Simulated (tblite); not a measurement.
# C2H5FO3Si2: the cost of one run

Programs: tblite 0.8.0 and PySCF 2.14.0, with density-fitted response routines of our own. Each step states its level of theory. These are calculated values for one molecule in the gas phase, unless marked as measured. Atoms count from 0, in the outputs and in this text.

### 1 The starting structure

13 atoms, charge 0, multiplicity 1; geometry from: force field or distance geometry start.

Bonds of the start (Å): O0–C1 1.21, C1–C2 1.51, C2–O3 1.22, C2–Si4 1.86, Si4–F5 1.60, Si4–Si6 2.33, Si6–O7 1.67, C1–H8 1.10, Si4–H9 1.49, Si6–H10 1.49, Si6–H11 1.48, O7–H12 0.97.

### 2 Relaxing the molecule with GFN2-xTB

What the job is given:

```
{"job": {"kind": "relax", "xc": "GFN2-xTB", "basis": "xTB"}, "charge": 0, "multiplicity": 1}
O      0.583500     1.901600    -0.352400
C      1.545900     1.236700    -0.656400
C      1.552800    -0.263500    -0.501000
O      2.354800    -0.915200    -1.144400
Si     0.347500    -1.077700     0.654200
F      0.646900    -0.623300     2.157600
Si    -1.790900    -0.421000    -0.000200
O     -2.053100     1.211800     0.197500
H      2.492400     1.642900    -1.052000
H      0.431300    -2.567600     0.606300
H     -2.822500    -1.164500     0.779300
H     -1.992900    -0.755000    -1.429700
H     -1.300200     1.795300     0.030200
```

The run is started by

```
OMP_NUM_THREADS=1 python probes_run.py task.json out
```

This one command runs all jobs of the session in turn.

Q: Estimate the wall time and peak memory of this first job on 1 thread of Arm Neoverse N1, shared host.

About 1.8 s, with a peak of 0.18 GiB.
